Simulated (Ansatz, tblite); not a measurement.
# 1-ethyl-3-methylimidazolium hexafluorophosphate (C6H11F6N2P): rung by rung

An exercise on one series of results from a longer session: the logs are not shown, and one member is left open.

Computed with Ansatz 0.2.0, Gaussian basis. Level: as each input shows.

The runs, in order: GFN1-xTB, GFN2-xTB, PBE-D4/def2-TZVP, r2SCAN-D4/def2-TZVP, PBE-D4/def2-SVP, PBE0-D4/def2-SVP, HF/STO-3G, MP2/def2-SVP, RPA/def2-SVP.

4 further runs of the same task are left out: 4 that didn't finish.

## The geometry

The singlet was relaxed beforehand with r2SCAN-D4/def2-SVP.

SMILES `CCn1cc[n+](C)c1.F[P-](F)(F)(F)(F)F`, 26 atoms, charge 0, spin multiplicity 1.

Bond lengths: C1–C2 1.520 Å, C1–H9 1.100 Å, C1–H10 1.101 Å, C1–H11 1.098 Å, C2–N3 1.471 Å, C2–H12 1.098 Å, C2–H13 1.102 Å, N3–C4 1.381 Å, N3–C8 1.335 Å, C4–C5 1.367 Å, C4–H14 1.087 Å, C5–N6 1.380 Å, C5–H15 1.087 Å, N6–C7 1.458 Å, N6–C8 1.337 Å, C7–H16 1.097 Å, C7–H17 1.096 Å, C7–H18 1.099 Å and more. Angles: C2–C1–H9 108.9°, C2–C1–H10 111.7°, C2–C1–H11 110.3°, H9–C1–H10 107.9°, H9–C1–H11 108.6°, H10–C1–H11 109.4°, C1–C2–N3 111.5°, C1–C2–H12 110.4°, C1–C2–H13 112.3°, N3–C2–H12 106.2°, N3–C2–H13 107.6°, H12–C2–H13 108.7°, C2–N3–C4 125.7°, C2–N3–C8 124.9°, C4–N3–C8 108.6°, N3–C4–C5 106.9°, N3–C4–H14 122.2°, C5–C4–H14 130.9° and more.

PBE0-D4/def2-TZVP was run before; its log isn't repeated, and its numbers join the tables.

Set-up of the first run:

Tight binding, by tblite at 300 K electronic temperature and without a spin-polarisation term:

```python
tblite.interface.Calculator('GFN1-xTB', numbers, positions, charge=0, uhf=0).singlepoint()
```

Tight binding, by tblite at 300 K electronic temperature and without a spin-polarisation term:

```python
tblite.interface.Calculator('GFN2-xTB', numbers, positions, charge=0, uhf=0).singlepoint()
```

start.molden holds the orbitals of an earlier run on this state, given as this run's starting guess.

The input, in.yaml:

```yaml
crystal:
  periodic: [false, false, false]
  atoms:
    - {symbol: C, position_ang: [2.607156, -0.791445, 0.374205]}
    - {symbol: C, position_ang: [2.075720, -0.333203, -0.973826]}
    - {symbol: N, position_ang: [0.653682, -0.672563, -1.136162]}
    - {symbol: C, position_ang: [0.121865, -1.946473, -1.122128]}
    - {symbol: C, position_ang: [-1.238238, -1.810005, -1.097509]}
    - {symbol: N, position_ang: [-1.508302, -0.456781, -1.103933]}
    - {symbol: C, position_ang: [-2.806532, 0.152205, -0.840440]}
    - {symbol: C, position_ang: [-0.349080, 0.208968, -1.110513]}
    - {symbol: H, position_ang: [3.657486, -0.478610, 0.468872]}
    - {symbol: H, position_ang: [2.570680, -1.887268, 0.475128]}
    - {symbol: H, position_ang: [2.029908, -0.330567, 1.187081]}
    - {symbol: H, position_ang: [2.141045, 0.759124, -1.058585]}
    - {symbol: H, position_ang: [2.623882, -0.786487, -1.815969]}
    - {symbol: H, position_ang: [0.747354, -2.835417, -1.136505]}
    - {symbol: H, position_ang: [-2.029474, -2.555231, -1.079724]}
    - {symbol: H, position_ang: [-3.591920, -0.496613, -1.247616]}
    - {symbol: H, position_ang: [-2.849164, 1.137885, -1.317921]}
    - {symbol: H, position_ang: [-2.916792, 0.286519, 0.244955]}
    - {symbol: H, position_ang: [-0.243591, 1.285794, -0.996919]}
    - {symbol: F, position_ang: [0.945105, 1.792537, 0.775723]}
    - {symbol: P, position_ang: [-0.243265, 1.668885, 1.937337]}
    - {symbol: F, position_ang: [-0.452671, 0.082267, 1.477463]}
    - {symbol: F, position_ang: [-1.341225, 2.091806, 0.764085]}
    - {symbol: F, position_ang: [0.870865, 1.190799, 3.010277]}
    - {symbol: F, position_ang: [-1.440853, 1.504544, 3.006717]}
    - {symbol: F, position_ang: [-0.033653, 3.219380, 2.315907]}
basis:
  gaussian: {orbitals: def2-TZVP, initial_orbitals: start.molden}
hamiltonian: {xc: pbe, dispersion: d4}
scf: {omitted_lower_state_checks: [starts]}
output: {forces: true, orbitals: {seedname: orbitals}}
```

Started as:

```console
$ ansatz run in.yaml --threads 4 --pin off --events-out ev --progress --plain --max-ram 6963MiB
```

Steps of the session up to this table: PBE-D4/def2-TZVP; r2SCAN-D4/def2-TZVP; PBE-D4/def2-SVP; PBE0-D4/def2-SVP; HF/STO-3G; MP2/def2-SVP; RPA/def2-SVP.

One table of the session follows, with a row left open; its other results are not shown here.

It belongs to the step «Binding energy». 

```
              level  binding an atom (eV)
          HF/STO-3G                 2.848
        HF/def2-SVP                     ?
    PBE-D4/def2-SVP                 4.451
   PBE-D4/def2-TZVP                 4.410
r2SCAN-D4/def2-TZVP                 4.287
   PBE0-D4/def2-SVP                 4.324
  PBE0-D4/def2-TZVP                 4.290
       MP2/def2-SVP                 4.135
```

Q: Estimate the row for HF/def2-SVP from the others.

**Answer.** binding an atom (eV): 3.008. In the column «binding an atom (eV)» it lies between HF/STO-3G (2.848) and MP2/def2-SVP (4.135).

To keep in mind: Free atoms were run apart at each level; binding is atoms less cluster, divided by the number of atoms, without zero-point or spin-orbit terms.
